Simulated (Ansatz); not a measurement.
**C₂H₅BS: one species, many methods**

An exercise on one series of results from a longer session: the logs are not shown, and one member is left open.

Program: Ansatz 0.2.0, Gaussian basis. Level of theory: functionals in def2-TZVPP, the program's frozen cores in correlated methods. These are calculated values, not measurements.

Levels to be run: LDA (SPW92), PBE-D4, revPBE-D4, BLYP-D4, r2SCAN-D4, B97M-V, PBE0-D4, B3LYP-D4, r2SCANh-D4, r2SCAN0-D4, HSE06-D4, BHLYP-D4, CAM-B3LYP-D4, LC-ωPBE, ωB97X-V, ωB97M-V, B2PLYP, PBE-QIDH; CCSD(T)/def2-SVP; CCSD(T)/def2-TZVPP; MP2/def2-QZVPP; extrapolation to the limit; RPA on PBE.

## Structure used throughout

All runs share one geometry, relaxed beforehand with PBE0-D4 in a triple-zeta def2 set.

SMILES `BC(C)=S`, 9 atoms, charge 0, spin multiplicity 1.

Atoms are counted from 1 here; the program's logs count them from 0.

Bond lengths: B1–C2 1.530 Å, B1–H5 1.198 Å, B1–H6 1.198 Å, C2–C3 1.464 Å, C2–S4 1.631 Å, C3–H7 1.096 Å, C3–H8 1.096 Å, C3–H9 1.090 Å. Angles: C2–B1–H5 119.0°, C2–B1–H6 119.0°, H5–B1–H6 120.9°, B1–C2–C3 144.3°, B1–C2–S4 84.6°, C3–C2–S4 131.0°, C2–C3–H7 108.7°, C2–C3–H8 108.7°, C2–C3–H9 113.4°, H7–C3–H8 105.6°, H7–C3–H9 110.1°, H8–C3–H9 110.1°.

The first run:

Contents of in.yaml:

```yaml
crystal:
  periodic: [false, false, false]
  atoms:
    - {symbol: B, position_ang: [-0.398553, 1.195225, -0.855704]}
    - {symbol: C, position_ang: [0.069428, -0.140494, -0.274129]}
    - {symbol: C, position_ang: [0.295536, -0.883468, 0.967348]}
    - {symbol: S, position_ang: [0.285028, -0.569033, -1.832783]}
    - {symbol: H, position_ang: [-1.571193, 1.381172, -1.012457]}
    - {symbol: H, position_ang: [0.383675, 2.098206, -0.939119]}
    - {symbol: H, position_ang: [-0.642106, -0.915670, 1.533278]}
    - {symbol: H, position_ang: [0.996424, -0.318074, 1.591604]}
    - {symbol: H, position_ang: [0.670261, -1.894266, 0.804859]}
basis:
  gaussian: {orbitals: def2-TZVPP}
hamiltonian: {xc: lda}
output: {orbitals: {seedname: orbitals}}
```

Command:

```sh
ansatz run in.yaml --threads 2 --pin off --events-out ev --progress --plain --max-ram 4352MiB
```

Steps of the session up to this table: LDA; PBE-D4 (GGA); revPBE-D4 (GGA); BLYP-D4 (GGA); r2SCAN-D4 (meta-GGA); B97M-V (meta-GGA); PBE0-D4 (hybrid); B3LYP-D4 (hybrid); r2SCANh-D4 (hybrid); r2SCAN0-D4 (hybrid); HSE06-D4 (hybrid); BHLYP-D4 (hybrid); CAM-B3LYP-D4 (range-separated); LC-ωPBE (range-separated); ωB97X-V (range-separated); ωB97M-V (range-separated); B2PLYP (double hybrid); PBE-QIDH (double hybrid).

One table of the session follows, with a row left open; its other results are not shown here.

It belongs to the step «Frontier levels by functional». 

| functional | HOMO (eV) | LUMO (eV) | gap (eV) |
| --- | --- | --- | --- |
| LDA (SPW92) | -6.49 | -3.52 | 2.98 |
| PBE-D4 | -6.35 | -3.35 | 3.00 |
| revPBE-D4 | -6.29 | -3.28 | 3.01 |
| BLYP-D4 | -6.18 | -3.18 | 3.00 |
| r2SCAN-D4 | -6.54 | -3.19 | 3.35 |
| B97M-V | -6.61 | -3.14 | 3.47 |
| PBE0-D4 | -7.47 | -2.42 | 5.05 |
| B3LYP-D4 | -7.24 | -2.60 | 4.64 |
| r2SCANh-D4 | ? | ? | ? |
| r2SCAN0-D4 | -7.60 | -2.33 | 5.27 |
| HSE06-D4 | -7.07 | -2.80 | 4.27 |
| BHLYP-D4 | -8.44 | -1.29 | 7.15 |
| CAM-B3LYP-D4 | -8.74 | -1.24 | 7.50 |
| LC-ωPBE | -10.09 | -0.18 | 9.91 |
| ωB97X-V | -9.73 | -0.20 | 9.53 |
| ωB97M-V | -9.60 | -0.26 | 9.34 |

Estimate the missing values for r2SCANh-D4.

Worked estimate for «HOMO (eV)». Against the share of exact exchange, r2SCAN-D4 (0, -6.54), r2SCAN0-D4 (0.25, -7.60) give a slope of -4.24 per unit share; at 0.1 the line stands at -6.96.

As computed: HOMO (eV): -6.97; LUMO (eV): -2.85; gap (eV): 4.12. In «HOMO (eV)» the line misses by +0.01.
